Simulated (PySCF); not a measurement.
# C7H14O: excited states, first hyperpolarisability

What do calculations give for the excited states, first hyperpolarisability of C7H14O (`CCC(=O)C(C)(C)C`)?

Computed with PySCF 2.14.0 and routines of our own; the level stands in each step. Atoms count from 0.

## 1. The system as given

22 atoms, charge 0, multiplicity 1; geometry from: GFN2-xTB.

## 2. Geometry optimisation at PBE0-D3(BJ)/def2-SVP

The job: settings as JSON, then the geometry in Å.

```
{"job": {"xc": "PBE0", "basis": "def2-SVP", "d3": "d3bj", "grid": 2, "kind": "geom"}, "charge": 0, "multiplicity": 1}
C      2.994523     0.139337    -0.170857
C      1.581594     0.490955     0.277570
C      0.570215    -0.544081    -0.170863
O      0.908046    -1.595468    -0.653461
C     -0.910299    -0.173208    -0.020408
C     -1.192598     0.679396     1.217203
C     -1.286074     0.606705    -1.290116
C     -1.738192    -1.459499     0.045039
H      3.056803     0.138978    -1.256416
H      3.260914    -0.853887     0.180990
H      3.710505     0.857310     0.222065
H      1.539712     0.539675     1.368495
H      1.292061     1.470168    -0.106962
H     -0.706175     1.649268     1.160673
H     -0.859008     0.171333     2.119304
H     -2.264574     0.846536     1.301695
H     -0.717771     1.531286    -1.366597
H     -1.088493     0.005121    -2.174380
H     -2.345119     0.854789    -1.269853
H     -2.800687    -1.229157     0.021539
H     -1.519264    -2.004002     0.961016
H     -1.496529    -2.102171    -0.797311
```

Command:

```console
$ OMP_NUM_THREADS=1 python excited_run.py task.json out
```

The driver reads the jobs from task.json and runs them one after another.

Standard output:

```text
step   0  E = -349.75260574  max force = 0.012643
step   1  E = -349.75464759  max force = 0.002667
step   2  E = -349.75467652  max force = 0.001155
step   3  E = -349.75467575  max force = 0.001317
step   4  E = -349.75469707  max force = 0.000282
step   5  E = -349.75470176  max force = 0.000187
optimisation converged
```

Run time: 99 s. Hardware: 1 thread of Intel Xeon Platinum 8488C, shared host; peak memory 0.91 GiB.

Relaxation path:

```csv
step,energy from step 0 (eV),largest force component (eV/Å)
0,0.0000,0.6501
1,-0.0556,0.1371
2,-0.0563,0.0594
3,-0.0563,0.0677
4,-0.0569,0.0145
5,-0.0570,0.0096
```

Close pairs (by a distance rule), those that changed most:

```
  bond  before (Å)  after (Å)  change (Å)
C5–H14       1.088      1.101      +0.014
C6–H18       1.088      1.101      +0.014
C5–H13       1.086      1.100      +0.014
C7–H19       1.087      1.101      +0.013
C6–H16       1.088      1.101      +0.013
C5–H15       1.088      1.101      +0.013
C6–H17       1.088      1.100      +0.013
C7–H20       1.088      1.101      +0.013
```

The final coordinates are the input of the step that follows.

```csv
at the end point,value
point group (found at 0.08 Å tolerance),C1
"rotational constants (GHz, main isotopes)","3.096, 1.394, 1.238"
dipole moment (D),2.56
```

## 3. Excited states: TDA CAM-B3LYP/aug-cc-pVDZ

The job: settings as JSON, then the geometry in Å.

```
{"job": {"kind": "states", "xc": "CAM-B3LYP", "basis": "aug-cc-pVDZ", "tda": true, "soc": true, "nstates": 6, "ntriplets": 5, "nquad": 4}, "charge": 0, "multiplicity": 1}
C      2.663057    -0.007053    -0.481252
C      1.253193     0.337212    -0.044180
C      0.232423    -0.709520    -0.444401
O      0.584586    -1.781179    -0.878302
C     -1.259492    -0.357973    -0.321660
C     -1.548433     0.487668     0.920807
C     -1.621857     0.437027    -1.586834
C     -2.072262    -1.649677    -0.279074
H      2.736795    -0.049373    -1.578005
H      2.955884    -0.996173    -0.102682
H      3.384037     0.738205    -0.115408
H      1.195522     0.438189     1.054565
H      0.933107     1.319053    -0.432269
H     -1.044200     1.464830     0.890808
H     -1.240040    -0.030210     1.842697
H     -2.630201     0.679740     0.995364
H     -1.047153     1.373119    -1.664768
H     -1.433639    -0.158766    -2.492694
H     -2.690672     0.702692    -1.568512
H     -3.149532    -1.423294    -0.289211
H     -1.850474    -2.226419     0.631816
H     -1.833294    -2.288809    -1.139303
```

Method: TDA CAM-B3LYP/aug-cc-pVDZ excited states, vertical, gas phase, spin-orbit mean-field couplings.

Standard output:

```text
coarse grid: 17368 points
cycle   1  E = -350.0722084633  dE =  9.991e-01  |g| = 8.340e-01  |ddm| = 1.889e+01
cycle   2  E = -349.8478609752  dE =  2.243e-01  |g| = 1.412e+00  |ddm| = 4.730e+00
cycle   3  E = -350.2195374395  dE = -3.717e-01  |g| = 1.089e-01  |ddm| = 2.848e+00
cycle   4  E = -350.2221112708  dE = -2.574e-03  |g| = 4.882e-02  |ddm| = 5.167e-01
cycle   5  E = -350.2227027177  dE = -5.914e-04  |g| = 6.596e-03  |ddm| = 1.928e-01
cycle   6  E = -350.2227136180  dE = -1.090e-05  |g| = 2.928e-03  |ddm| = 3.524e-02
cycle   7  E = -350.2227158961  dE = -2.278e-06  |g| = 9.224e-04  |ddm| = 1.302e-02
final grid: 164872 points
cycle   8  E = -350.2482738497  dE = -5.105e-05  |g| = 4.798e-03  |ddm| = 5.212e-01
cycle   9  E = -350.2482748892  dE = -1.040e-06  |g| = 4.602e-03  |ddm| = 6.734e-02
cycle  10  E = -350.2482798086  dE = -4.919e-06  |g| = 9.969e-04  |ddm| = 1.524e-02
cycle  11  E = -350.2482799759  dE = -1.673e-07  |g| = 3.198e-04  |ddm| = 2.747e-03
cycle  12  E = -350.2482799965  dE = -2.058e-08  |g| = 3.764e-05  |ddm| = 1.651e-03
cycle  13  E = -350.2482799969  dE = -3.957e-10  |g| = 1.343e-05  |ddm| = 2.341e-04
converged SCF energy = -350.2482799969

Singlet excitations
state   eV       nm        f     d(h-e)  d(exc)  Lambda  PR(NTO)  |dmu|/D   mu/D   main configurations
  1   4.4698   277.4   0.00032   0.442   2.138   0.340   1.003    0.821    1.965   H->L+4 0.45, H->L+3 0.32, H->L+7 0.10
  2   6.3367   195.7   0.00397   1.103   4.329   0.191   1.010    3.038    2.574   H->L 0.77
  3   7.0265   176.5   0.00225   1.014   4.797   0.136   1.008    2.326    1.626   H->L+2 0.83
  4   7.0711   175.3   0.03296   1.400   5.291   0.217   1.016    3.758    1.097   H->L+1 0.58, H->L+4 0.12, H->L 0.09
  5   7.1130   174.3   0.00088   0.985   5.073   0.290   1.022                     H->L+3 0.40, H->L+1 0.26, H->L+4 0.18
  6   7.6482   162.1   0.01938   1.140   5.568   0.151   1.019                     H->L+5 0.80

Triplet excitations (Tamm-Dancoff)
state   eV     d(h-e)  d(exc)  Lambda  PR(NTO)   main configurations
  1   3.8959   0.447   2.104   0.339   1.004   H->L+4 0.44, H->L+3 0.31, H->L+7 0.10
  2   6.0997   0.476   1.985   0.342   1.015   H-1->L+4 0.12, H-1->L+3 0.08, H-6->L+4 0.08
  3   6.2716   1.034   4.227   0.193   1.019   H->L 0.74
  4   7.0057   1.079   4.786   0.147   1.018   H->L+2 0.74
  5   7.0357   1.400   5.143   0.224   1.023   H->L+1 0.39, H->L+4 0.15, H->L+2 0.11
S1 - T1 = 0.5740 eV

Spin-orbit couplings |<S|Hso|T>| (cm-1)
             T1       T2       T3       T4       T5
S0       53.314    0.665    2.074    6.323    0.774
S1        0.179   38.900    3.101    0.922    0.830
S2        1.661    0.289    0.029    0.514    0.219
S3        0.564    1.042    0.495    0.059    0.255
S4        2.215    0.799    0.343    0.210    0.165
S5        5.762    0.261    0.166    0.995    0.447
S6        4.690    0.471    0.525    0.168    1.033
T1 sublevels (cm-1): 0.000 0.000 0.179   radiative rates (1/s): 0.0411 0.00274 128
```

Wall time 1.8 min (1 thread of Intel Xeon Platinum 8488C, shared host); peak memory 1.4 GiB.

Key values:

```csv
quantity,value
S1 less T1,0.57 eV
```

## 4. Excited states: TDDFT CAM-B3LYP/aug-cc-pVDZ

Settings changed since step 3:

```diff
@@ -1,2 +1,2 @@
-{"job": {"kind": "states", "xc": "CAM-B3LYP", "basis": "aug-cc-pVDZ", "tda": true, "soc": true, "nstates": 6, "ntriplets": 5, "nquad": 4}, "charge": 0, "multiplicity": 1}
+{"job": {"kind": "states", "xc": "CAM-B3LYP", "basis": "aug-cc-pVDZ", "tpa": true, "nstates": 8, "nquad": 6, "ntriplets": 0}, "charge": 0, "multiplicity": 1}
 C      2.663057    -0.007053    -0.481252
```

Method: TDDFT CAM-B3LYP/aug-cc-pVDZ excited states, vertical, gas phase, two-photon moments by quadratic response.

Standard output:

```text
coarse grid: 17368 points
cycle   1  E = -350.0722084633  dE =  9.991e-01  |g| = 8.340e-01  |ddm| = 1.889e+01
cycle   2  E = -349.8478609752  dE =  2.243e-01  |g| = 1.412e+00  |ddm| = 4.730e+00
cycle   3  E = -350.2195374395  dE = -3.717e-01  |g| = 1.089e-01  |ddm| = 2.848e+00
cycle   4  E = -350.2221112708  dE = -2.574e-03  |g| = 4.882e-02  |ddm| = 5.167e-01
cycle   5  E = -350.2227027177  dE = -5.914e-04  |g| = 6.596e-03  |ddm| = 1.928e-01
cycle   6  E = -350.2227136180  dE = -1.090e-05  |g| = 2.928e-03  |ddm| = 3.524e-02
cycle   7  E = -350.2227158961  dE = -2.278e-06  |g| = 9.224e-04  |ddm| = 1.302e-02
final grid: 164872 points
cycle   8  E = -350.2482738497  dE = -5.105e-05  |g| = 4.798e-03  |ddm| = 5.212e-01
cycle   9  E = -350.2482748892  dE = -1.040e-06  |g| = 4.602e-03  |ddm| = 6.734e-02
cycle  10  E = -350.2482798086  dE = -4.919e-06  |g| = 9.969e-04  |ddm| = 1.524e-02
cycle  11  E = -350.2482799759  dE = -1.673e-07  |g| = 3.198e-04  |ddm| = 2.747e-03
cycle  12  E = -350.2482799965  dE = -2.058e-08  |g| = 3.764e-05  |ddm| = 1.651e-03
cycle  13  E = -350.2482799969  dE = -3.952e-10  |g| = 1.343e-05  |ddm| = 2.341e-04
converged SCF energy = -350.2482799969

Singlet excitations
state   eV       nm        f     d(h-e)  d(exc)  Lambda  PR(NTO)  |dmu|/D   mu/D   delta(TPA)   sigma/GM   main configurations
  1   4.4409   279.2   0.00030   0.438   2.142   0.341   1.006    0.828    1.958        0.09      0.001   H->L+4 0.45, H->L+3 0.32, H->L+7 0.10
  2   6.3328   195.8   0.00366   1.104   4.330   0.191   1.010    3.033    2.583       52.32      0.769   H->L 0.77
  3   7.0255   176.5   0.00219   1.017   4.798   0.136   1.008    2.331    1.613       16.59      0.300   H->L+2 0.83
  4   7.0687   175.4   0.03037   1.404   5.288   0.217   1.016    3.765    1.100       94.69      1.733   H->L+1 0.57, H->L+4 0.12, H->L 0.09
  5   7.1099   174.4   0.00085   0.985   5.075   0.289   1.022    2.034    1.264       45.40      0.841   H->L+3 0.40, H->L+1 0.27, H->L+4 0.18
  6   7.6454   162.2   0.01903   1.138   5.572   0.151   1.021    3.365    2.709      118.87      2.546   H->L+5 0.81
  7   7.6878   161.3   0.00835   1.496   5.230   0.160   1.019                                            H->L+6 0.57, H->L+9 0.17
  8   7.7318   160.4   0.00388   1.075   5.022   0.217   1.011                                            H->L+7 0.51, H->L+8 0.36
```

Run time: 2.2 min. Hardware: 1 thread of Intel Xeon Platinum 8488C, shared host; peak memory 1.4 GiB.

## 5. First hyperpolarisability: quadratic response CAM-B3LYP/aug-cc-pVDZ

Settings changed since step 4:

```diff
@@ -1,2 +1,2 @@
-{"job": {"kind": "states", "xc": "CAM-B3LYP", "basis": "aug-cc-pVDZ", "tpa": true, "nstates": 8, "nquad": 6, "ntriplets": 0}, "charge": 0, "multiplicity": 1}
+{"job": {"kind": "beta", "xc": "CAM-B3LYP", "basis": "aug-cc-pVDZ"}, "charge": 0, "multiplicity": 1}
 C      2.663057    -0.007053    -0.481252
```

With the program's defaults for keys left out, this is: quadratic response CAM-B3LYP/aug-cc-pVDZ first hyperpolarisability, Taylor convention, gas phase.

Standard output:

```text
coarse grid: 17368 points
cycle   1  E = -350.0722084633  dE =  9.991e-01  |g| = 8.340e-01  |ddm| = 1.889e+01
cycle   2  E = -349.8478609752  dE =  2.243e-01  |g| = 1.412e+00  |ddm| = 4.730e+00
cycle   3  E = -350.2195374395  dE = -3.717e-01  |g| = 1.089e-01  |ddm| = 2.848e+00
cycle   4  E = -350.2221112708  dE = -2.574e-03  |g| = 4.882e-02  |ddm| = 5.167e-01
cycle   5  E = -350.2227027177  dE = -5.914e-04  |g| = 6.596e-03  |ddm| = 1.928e-01
cycle   6  E = -350.2227136180  dE = -1.090e-05  |g| = 2.928e-03  |ddm| = 3.524e-02
cycle   7  E = -350.2227158961  dE = -2.278e-06  |g| = 9.224e-04  |ddm| = 1.302e-02
final grid: 164872 points
cycle   8  E = -350.2482738497  dE = -5.105e-05  |g| = 4.798e-03  |ddm| = 5.212e-01
cycle   9  E = -350.2482748892  dE = -1.040e-06  |g| = 4.602e-03  |ddm| = 6.734e-02
cycle  10  E = -350.2482798086  dE = -4.919e-06  |g| = 9.969e-04  |ddm| = 1.524e-02
cycle  11  E = -350.2482799759  dE = -1.673e-07  |g| = 3.198e-04  |ddm| = 2.747e-03
cycle  12  E = -350.2482799965  dE = -2.058e-08  |g| = 3.764e-05  |ddm| = 1.651e-03
cycle  13  E = -350.2482799969  dE = -3.951e-10  |g| = 1.343e-05  |ddm| = 2.341e-04
converged SCF energy = -350.2482799969

Lowest singlets (eV, f): 4.4409 0.0003  6.3328 0.0037  7.0255 0.0022

First hyperpolarisability (au)
process     nm      |vector|   parallel      HRS      DR
static         -      107.23     -57.66      40.38   7.477
shg       1907.0      111.22      -59.6      41.88   7.472
eope      1907.0      108.53     -58.29          -       -
shg       1064.0      121.05     -64.37      45.56   7.448
eope      1064.0      111.51     -59.75          -       -
```

Wall time 87 s (1 thread of Intel Xeon Platinum 8488C, shared host); peak memory 1.4 GiB.

## 6. Excited states: TDA CAM-B3LYP/aug-cc-pVDZ in dichloromethane

Settings changed since step 5:

```diff
@@ -1,2 +1,2 @@
-{"job": {"kind": "beta", "xc": "CAM-B3LYP", "basis": "aug-cc-pVDZ"}, "charge": 0, "multiplicity": 1}
+{"job": {"kind": "states", "xc": "CAM-B3LYP", "basis": "aug-cc-pVDZ", "tda": true, "soc": true, "nstates": 6, "ntriplets": 5, "nquad": 4, "solvent": "dichloromethane"}, "charge": 0, "multiplicity": 1}
 C      2.663057    -0.007053    -0.481252
```

Level: TDA CAM-B3LYP/aug-cc-pVDZ excited states, vertical, IEF-PCM dichloromethane (non-equilibrium response), spin-orbit mean-field couplings.

Standard output:

```text
coarse grid: 17368 points
cycle   1  E = -350.0921143835  dE =  9.797e-01  |g| = 8.089e-01  |ddm| = 1.892e+01
cycle   2  E = -349.9317338280  dE =  1.604e-01  |g| = 1.271e+00  |ddm| = 4.531e+00
cycle   3  E = -350.2273551487  dE = -2.956e-01  |g| = 9.596e-02  |ddm| = 2.603e+00
cycle   4  E = -350.2293630683  dE = -2.008e-03  |g| = 4.232e-02  |ddm| = 4.623e-01
cycle   5  E = -350.2298065398  dE = -4.435e-04  |g| = 5.568e-03  |ddm| = 1.746e-01
cycle   6  E = -350.2298146590  dE = -8.119e-06  |g| = 2.408e-03  |ddm| = 3.113e-02
final grid: 164872 points
cycle   7  E = -350.2553229998  dE = -5.023e-05  |g| = 5.265e-03  |ddm| = 5.229e-01
cycle   8  E = -350.2553228063  dE =  1.935e-07  |g| = 5.689e-03  |ddm| = 6.616e-02
cycle   9  E = -350.2553300564  dE = -7.250e-06  |g| = 1.033e-03  |ddm| = 1.642e-02
cycle  10  E = -350.2553302426  dE = -1.862e-07  |g| = 3.108e-04  |ddm| = 2.949e-03
cycle  11  E = -350.2553302630  dE = -2.046e-08  |g| = 5.037e-05  |ddm| = 1.822e-03
cycle  12  E = -350.2553302637  dE = -7.136e-10  |g| = 1.844e-05  |ddm| = 2.905e-04
converged SCF energy = -350.2553302637

Singlet excitations
state   eV       nm        f     d(h-e)  d(exc)  Lambda  PR(NTO)  |dmu|/D   mu/D   main configurations
  1   4.5567   272.1   0.00049   0.403   2.148   0.358   1.003    0.860    2.975   H->L+2 0.58, H->L+4 0.16, H->L+1 0.09
  2   6.4857   191.2   0.00616   0.428   4.153   0.194   1.012    3.178    6.624   H->L 0.75
  3   7.2113   171.9   0.00730   0.641   4.794   0.244   1.014    1.735    3.764   H->L+3 0.55, H->L+2 0.19
  4   7.2266   171.6   0.03089   1.188   4.998   0.256   1.021    3.475    2.019   H->L+4 0.49, H->L+1 0.20, H->L 0.10
  5   7.2684   170.6   0.00727   0.370   5.174   0.250   1.028                     H->L+1 0.56, H->L+3 0.16, H->L+2 0.10
  6   7.8334   158.3   0.02833   0.724   5.422   0.162   1.107                     H->L+5 0.72

Triplet excitations (Tamm-Dancoff)
state   eV     d(h-e)  d(exc)  Lambda  PR(NTO)   main configurations
  1   4.0092   0.408   2.115   0.355   1.004   H->L+2 0.56, H->L+4 0.16, H->L+1 0.09
  2   6.2534   0.469   2.011   0.355   1.015   H-7->L+2 0.20, H-1->L+2 0.10, H-3->L+2 0.09
  3   6.4100   0.445   4.039   0.195   1.019   H->L 0.71
  4   7.1802   1.221   4.864   0.211   1.030   H->L+3 0.61, H->L 0.10
  5   7.1989   0.788   4.801   0.277   1.034   H->L+4 0.47, H->L+2 0.14, H->L+1 0.13
S1 - T1 = 0.5475 eV

Spin-orbit couplings |<S|Hso|T>| (cm-1)
             T1       T2       T3       T4       T5
S0       51.516    0.867    0.168    4.519    7.792
S1        0.136   37.709    2.387    2.410    1.319
S2        1.133    0.187    0.045    0.305    0.461
S3        1.781    0.858    0.466    0.299    0.430
S4        1.471    1.263    0.314    0.397    0.216
S5        6.382    0.631    0.710    0.497    1.223
S6        6.012    2.503    1.050    1.616    1.140
T1 sublevels (cm-1): 0.000 0.000 0.163   radiative rates (1/s): 0.0627 0.0114 110
```

Wall time 1.9 min (1 thread of Intel Xeon Platinum 8488C, shared host); peak memory 1.5 GiB.

Key values:

| quantity | value |
| --- | --- |
| S1 less T1 | 0.55 eV |

## 7. What came out

| quantity | value |
| --- | --- |
| point group | C1 |
| rotational constants (main isotopes) | 3.10, 1.39, 1.24 GHz |
| S1 less T1 (step 3, TDA CAM-B3LYP/aug-cc-pVDZ) | 0.57 eV |
| β vector (step 5, quadratic response CAM-B3LYP/aug-cc-pVDZ) | static 107, SHG 1907.0 nm 111, SHG 1064.0 nm 121 au |
| S1 less T1 (step 6, TDA CAM-B3LYP/aug-cc-pVDZ in dichloromethane) | 0.55 eV |

What this shows: The optimisation took 5 steps and gained 0.057 eV; among the close pairs (by a distance rule), C5–H14 changed most, from 1.088 to 1.101 Å. In step 3, the number of triplets below S1 is 1, and the largest singlet-triplet spin-orbit coupling is S0–T1, 53.31 cm⁻¹. β grows from 107 au (static) to 121 au for doubling at 1064.0 nm: normal dispersion, which grows as twice the photon energy moves toward the bright states. In step 6, the number of triplets below S1 is 1, and the largest singlet-triplet spin-orbit coupling is S0–T1, 51.52 cm⁻¹. The orbital labels of the leading configurations differ from run to run, so check that S1 and T1 are the same states before comparing rows.
